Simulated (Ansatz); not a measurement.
Working through a surface slab of Tc3Sn, space group Fm-3m

With Ansatz 0.2.0 through its Python package.

At the Python prompt:
```pycon
>>> from dataclasses import dataclass
>>> import ansatz as az
>>> from ase import Atoms
>>> from ase.build import surface
>>> import numpy as np
>>> @dataclass(frozen=True)
... class Options:
...     functional: str = "pbe"
...     cutoff_ev: int = 380
...     filling: str = "gaussian"
...     width_ev: float = 0.02
...     beta: float = 0.2
...     scf_tol: float = 1e-05
...
>>> opts = Options()
>>> atoms = Atoms(
...     ["Tc", "Tc", "Tc", "Sn"],
...     scaled_positions=[
...         (0.25, 0.25, 0.25),
...         (0.75, 0.75, 0.75),
...         (0.5, 0.5, 0.5),
...         (0.0, 0.0, 0.0),
...     ],
...     cell=[
...         (0.0, 3.172194, 3.172194),
...         (3.172194, 0.0, 3.172194),
...         (3.172194, 3.172194, 0.0),
...     ],
...     pbc=True,
... )
>>> slab = surface(atoms, (1, 1, 1), 3, vacuum=7.0)
>>> slab.pbc = True
>>> print(slab.get_chemical_formula(), "area {:.3f} A^2, cell height {:.2f} A".format(np.linalg.norm(np.cross(slab.cell[0], slab.cell[1])), slab.cell[2, 2]))
Sn3Tc9 area 17.429 A^2, cell height 24.07 A
>>> def common(structure):
...     return (
...         az.Crystal.from_ase(structure).calculation()
...         .functional(opts.functional)
...         .basis(opts.cutoff_ev, density_ratio=6)
...         .occupations(opts.filling, width=opts.width_ev)
...         .mixing("msr1", beta=opts.beta)
...         .scf(tolerance=opts.scf_tol, lower_state_search="off")
...     )
...
>>> job = (
...     common(slab)
...     .kpoints(5, 5, 1)
...     .electric_field(axis=3, dipole_correction=True)
...     .relax(force_tolerance=0.03, max_steps=30)
... )
>>> done = job.run(threads=1, backend="cpu")
DeckWarning: basis.ecutwfc = 380 eV is below the records' recommended 500 eV, and the density's cutoff is lower with it unless basis.ecutrho_ratio is high enough to keep the records' density cutoff: compare with a run at a higher cutoff
DeckWarning: scf.convergence.dr2_threshold = 1e-5 eV is looser than this run's default, which is 1e-7 eV or tighter. The error in the forces grows as the threshold's square root, so leave the key out unless less accurate forces are enough
RunWarning: efield: at this solve's end the planar-averaged density reaches 1.06e-5 e/Å³ inside the ramp window [0.9085, 0.0915] (bound 1e-5 e/Å³); the window's nearer edge stands 4.80 Å from this solve's nearest atom along the axis. Its work functions, free energy, forces, stress, dipole, levels and responses can be [...]
>>> r = done.report
>>> type(done).__name__, type(r).__name__
('RunOutcome', 'dict')
>>> print(f"slab free energy {r['free_energy_ev']:.4f} eV, Fermi level {r['fermi_energy_ev']:.3f} eV")
slab free energy -66647.4526 eV, Fermi level 6.745 eV
>>> face = r["work_function"]
>>> print("work function (eV), upper and lower face:", *(round(face[k], 3) for k in ("phi_plus_ev", "phi_minus_ev") if face.get(k) is not None))
work function (eV), upper and lower face: 4.657 4.333
>>> print(f"dipole {face['dipole_moment_e_ang']:+.4f} e A")
dipole -0.0311 e A
>>> bulk = common(atoms).kpoints(6, 6, 6).run(threads=1, backend="cpu").report
>>> excess = r["free_energy_ev"] - bulk["free_energy_ev"] * len(slab) / len(atoms)
>>> area = np.linalg.norm(np.cross(slab.cell[0], slab.cell[1]))
>>> print(f"mean surface energy {excess / (2 * area) * 16.02177:.3f} J/m^2 ({1000 * excess / (2 * area):.1f} meV/A^2)")
mean surface energy 1.716 J/m^2 (107.1 meV/A^2)
>>> print("atom   z before  z after (A)")
atom   z before  z after (A)
>>> for atom, site in zip(slab, done.lattice.sites):
...     print(f"{atom.symbol:3s} {atom.z:9.3f} {site.position_ang[2]:9.3f}")
...
Tc      9.747     9.969
Tc      7.916     8.056
Tc      8.831     8.636
Sn      7.000     7.107
Tc     13.410    13.350
Tc     11.579    11.344
Tc     12.494    12.857
Sn     10.663    10.663
Tc     17.073    16.685
Tc     15.242    15.654
Tc     16.157    15.991
Sn     14.326    14.125
```

Caveats:
- The settings weren't tested for convergence.
- The cutoff lies under the one recommended for these potentials.
- No spin polarisation was allowed.
- The density doesn't vanish in the vacuum (a short gap or a low cutoff), which blurs the vacuum level.
- For a metal this k-point mesh is coarse: on a finer one energies can move by several to tens of meV an atom and pressures by half a GPa or more, differences at one mesh by less.
- The relaxation stopped at 0.017 eV/Å, so the energy gained is a lower bound and displacements are uncertain.
- The zero of the levels is a convention of the potentials, so an absolute Fermi energy is no work function.
- The structure comes from a database of computed cells and needn't be a stable or known phase.
- Warnings are shown shortened and without file and line.
- The slab is thin and cut from the structure as given; a cut can leave two unlike or polar faces, and the surface energy is then their mean. Miller indices refer to the vectors of the cell as typed, and the lattice isn't relaxed for this functional, so relaxation and surface energy can hold strain.
- Run time: 3.4 min on 1 thread of Arm Neoverse V2, with other jobs on the host, peak memory 0.84 GiB.
